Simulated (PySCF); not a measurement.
# Br2: the cost of one run

The runs use PySCF 2.14.0, with density-fitted response routines of our own; the level of theory stands in each step. All values are computed, except where a source is named. Atoms are numbered from 0 throughout.

## (1) The molecule as given

2 atoms, charge 0, multiplicity 1; geometry from: GFN2-xTB. The atoms were then displaced at random by about 0.01 Å, so the start is not that level's minimum.

Bonds of the start (Å): Br0–Br1 2.31.

## (2) Relaxing the molecule at PBE0-D3(BJ)/def2-SVP

The job: settings as JSON, then the geometry in Å.

```
{"job": {"xc": "PBE0", "basis": "def2-SVP", "d3": "d3bj", "grid": 1, "shake": 0.01, "kind": "geom"}, "charge": 0, "multiplicity": 1}
Br     1.162480    -0.028560     0.001480
Br    -1.144990    -0.000250    -0.013600
```

On the command line:

```bash
OMP_NUM_THREADS=1 python probes_run.py task.json out
```

The driver reads the jobs from task.json and runs them one after another.

Q: Estimate the wall time and peak memory of this first job on 1 thread of Arm Neoverse V2, shared host.

About 6.8 s, with a peak of 0.29 GiB.
